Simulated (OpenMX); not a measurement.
Runs of OpenMX 3.8.5 on WS. The structure is cubic, space group Pm-3m (No. 221). The conventional cell has a = 3.008 Å, b = 3.008 Å, c = 3.008 Å, α = 90.00°, β = 90.00°, γ = 90.00°. Around W (site symmetry m-3m) lie 8 S at 2.60 Å. Around S (site symmetry m-3m) lie 8 W at 2.60 Å. The cell was built by a generator and needn't be a form met in nature.

```csv
level,gap on the mesh (eV),pressure (GPa)
PBE,none,2.4
PBE+D3(BJ),none,-5.2
PBE+D3,none,(a)
PBE+D4,none,-4.4
```

Alike in all rows: task single point; potentials or basis OpenMX 2013 PBE set, W7.0-s3p2d2f1, S7.0-s2p2d1f1, grid cutoff 400 Ry; no spin polarisation; cell as given; k mesh 7 × 7 × 7; smearing fermi-dirac 0.05 eV.

Fill in the values left out.

(a) -2.8.

Caveats: the basis of atomic orbitals isn't converged, which shifts pressures, moduli and gaps; pairwise dispersion overbinds metals, which lowers pressure and volume (some runs).

A k mesh can miss the band edges, and the runs leave out spin-orbit coupling on W.

A gap of «none» marks a metal or a gap under the smearing width.
